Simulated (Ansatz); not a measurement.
# SiB4W: the cost of one run

Method: DFT PBE, scalar-relativistic, plane waves, PAW, in Ansatz 0.2.0.

### Step 1. The structure to begin with

It takes space group P4/mmm (No. 123, tetragonal). Conventional cell: a = 3.423 Å, b = 3.423 Å, c = 5.621 Å, α = 90.00°, β = 90.00°, γ = 90.00°. Si (site symmetry 4/mmm) is surrounded by 2 B at 1.25 Å. B (site symmetry 4mm) has 1 Si at 1.25 Å and 1 W at 1.56 Å in its first shell of neighbours. B (site symmetry 4mm) has 1 B at 1.63 Å in its first shell of neighbours. W (site symmetry 4/mmm) has 2 B at 1.56 Å in its first shell of neighbours.

As a file:

```
Si B W
1.0
     3.42317    0.00000    0.00000
     0.00000    3.42317    0.00000
     0.00000    0.00000    5.62131
Si B W
1 4 1
Direct
  0.00000 0.00000 0.50000
  0.00000 0.00000 0.72163
  0.00000 0.00000 0.27837
  0.50000 0.50000 0.64512
  0.50000 0.50000 0.35488
  0.00000 0.00000 0.00000
```

The cell is invented: random cell by space group and Wyckoff sites (P4/mmm, No. 123). Lengths come from tabulated atomic sizes and are only a guess.

### Step 2. The guess as it stands, on a coarse mesh

The input, input.yaml:

```yaml
crystal:
  lattice:
    - [3.42317017, 0.0, 0.0]
    - [0.0, 3.42317017, 0.0]
    - [0.0, 0.0, 5.62130789]
  atoms:
    - { symbol: Si, position: [0.0, 0.0, 0.5] }
    - { symbol: B, position: [0.0, 0.0, 0.7216316] }
    - { symbol: B, position: [0.0, 0.0, 0.2783684] }
    - { symbol: B, position: [0.5, 0.5, 0.64511993] }
    - { symbol: B, position: [0.5, 0.5, 0.35488007] }
    - { symbol: W, position: [0.0, 0.0, 0.0] }
basis:
  ecutwfc: 420
kpoints:
  mp_grid: { grid: [6, 6, 4] }
hamiltonian:
  xc: pbe
scf:
  occupations: { method: gaussian, width: 0.1 }
  lower_state_search: "off"
output:
  forces: true
  stress: true
  eigenvalues: true
```

On the command line:

```
ansatz run input.yaml --threads 1 --pin off --max-ram 2560MiB --backend cpu --events-out ev --progress --plain --runs-dir out
```

Q: Estimate wall time and peak memory on 1 thread of Intel Xeon at 2.50GHz (Skylake/Cascade Lake), shared host.

About 5.7 s, with a peak of 0.36 GiB.
